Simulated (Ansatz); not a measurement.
**C₄H₅NO₂: one species, many methods**

Aim: compute C₄H₅NO₂ with functionals from several rungs and with coupled cluster. The yardstick is the atomisation energy at the CCSD(T) limit.

The runs use Ansatz 0.2.0, Gaussian basis; functionals in def2-TZVPP, the program's frozen cores in correlated methods.

Plan: LDA (SPW92), PBE-D4, revPBE-D4, BLYP-D4, r2SCAN-D4, B97M-V, PBE0-D4, B3LYP-D4, r2SCANh-D4, r2SCAN0-D4, HSE06-D4, BHLYP-D4, CAM-B3LYP-D4, LC-ωPBE, ωB97X-V, ωB97M-V, B2PLYP, PBE-QIDH; CCSD(T)/def2-SVP; CCSD(T)/def2-TZVPP; MP2/def2-QZVPP; extrapolation to the limit; RPA on PBE.

## (1) The geometry

The geometry comes from an earlier relaxation with PBE0-D4 in a triple-zeta def2 set; it is a stationary point, not always the lowest conformer.

SMILES `COC(=O)CC#N`, 12 atoms, charge 0, spin multiplicity 1.

Atoms are counted from 1 here; the program's logs count them from 0.

Bond lengths: C1–O2 1.428 Å, C1–H8 1.090 Å, C1–H9 1.087 Å, C1–H10 1.090 Å, O2–C3 1.324 Å, C3–O4 1.198 Å, C3–C5 1.519 Å, C5–C6 1.450 Å, C5–H11 1.093 Å, C5–H12 1.094 Å, C6–N7 1.148 Å. Angles: O2–C1–H8 110.3°, O2–C1–H9 105.6°, O2–C1–H10 110.3°, H8–C1–H9 110.7°, H8–C1–H10 109.1°, H9–C1–H10 110.7°, C1–O2–C3 115.5°, O2–C3–O4 125.4°, O2–C3–C5 112.7°, O4–C3–C5 122.0°, C3–C5–C6 116.2°, C3–C5–H11 107.3°, C3–C5–H12 107.1°, C6–C5–H11 109.8°, C6–C5–H12 109.6°, H11–C5–H12 106.4°, C5–C6–N7 178.7°.

## (2) LDA

This LDA is Slater exchange with PW92 correlation.

The input, in.yaml:

```yaml
crystal:
  periodic: [false, false, false]
  atoms:
    - {symbol: C, position_ang: [-0.158347, -2.002494, 0.389730]}
    - {symbol: O, position_ang: [0.168022, -0.612608, 0.426795]}
    - {symbol: C, position_ang: [-0.337470, 0.117129, -0.555956]}
    - {symbol: O, position_ang: [-1.026105, -0.298041, -1.444370]}
    - {symbol: C, position_ang: [0.055196, 1.581091, -0.460057]}
    - {symbol: C, position_ang: [0.817099, 1.964509, 0.712983]}
    - {symbol: N, position_ang: [1.418646, 2.293511, 1.634241]}
    - {symbol: H, position_ang: [0.210297, -2.453277, -0.531975]}
    - {symbol: H, position_ang: [0.331089, -2.440926, 1.255347]}
    - {symbol: H, position_ang: [-1.238496, -2.138887, 0.446819]}
    - {symbol: H, position_ang: [-0.865042, 2.168257, -0.511634]}
    - {symbol: H, position_ang: [0.625112, 1.821746, -1.361912]}
basis:
  gaussian: {orbitals: def2-TZVPP}
hamiltonian: {xc: lda}
output: {orbitals: {seedname: orbitals}}
```

Run with:

```
$ ansatz run in.yaml --threads 2 --pin off --events-out ev --progress --plain --max-ram 32768MiB --backend cuda --devices 0, --max-vram 18GiB
```

Further steps of the session: PBE-D4 (GGA); revPBE-D4 (GGA); BLYP-D4 (GGA); r2SCAN-D4 (meta-GGA); B97M-V (meta-GGA); B3LYP-D4 (hybrid); r2SCANh-D4 (hybrid); r2SCAN0-D4 (hybrid); HSE06-D4 (hybrid); BHLYP-D4 (hybrid); CAM-B3LYP-D4 (range-separated); LC-ωPBE (range-separated); ωB97X-V (range-separated); ωB97M-V (range-separated); B2PLYP (double hybrid); PBE-QIDH (double hybrid); CCSD(T) in def2-SVP; CCSD(T) in def2-TZVPP; MP2 in def2-QZVPP; RPA on PBE orbitals.

Before running them: what should the planned runs give, taken together? Wanted: atomisation energy, CCSD(T)/CBS; farthest beyond LDA; mean size of error, GGA; mean size of error, meta-GGA; mean size of error, hybrid; mean size of error, range-separated; mean size of error, double hybrid; gap, smallest and largest; T1 diagnostic.

**Answer**, as computed:

```
                               quantity                                                    value
        atomisation energy, CCSD(T)/CBS                                                55.344 eV
    functionals within 0.277 eV (0.5 %)  B97M-V, B3LYP-D4, r2SCANh-D4, ωB97X-V, B2PLYP, PBE-QIDH
                    farthest beyond LDA                                       PBE-D4 (+2.483 eV)
                mean size of error, GGA                                                 1.315 eV
           mean size of error, meta-GGA                                                 0.239 eV
             mean size of error, hybrid                                                 0.877 eV
    mean size of error, range-separated                                                 0.343 eV
      mean size of error, double hybrid                                                 0.198 eV
              gap, smallest and largest                5.49 eV (LDA (SPW92)), 13.55 eV (LC-ωPBE)
                          T1 diagnostic                                                   0.0147
triples share of the correlation energy                                                    4.4 %
```

What this shows: LDA overbinds by 9.862 eV (18 %). PBE-D4 misses by +2.483 eV. Double hybrids carry the basis error of their MP2 part in triple zeta, and no dispersion term here, so their miss is partly the set-up's. The rungs double hybrid, meta-GGA miss on average by less than the doubt on the reference (0.277 eV), so they tie; GGA functionals have the largest mean beyond LDA (1.315 eV). The reference freezes the cores and leaves out relativity and excitations past (T), so misses under about 0.277 eV can't be ranked. Hartree-Fock recovers 69 % of the binding; the rest is correlation. CCSD(T) in def2-SVP is off by -2.470 eV, more than most functionals: a good method in a small basis is no reference. Orbital gaps span 5.5 to 13.6 eV; exact exchange widens them.
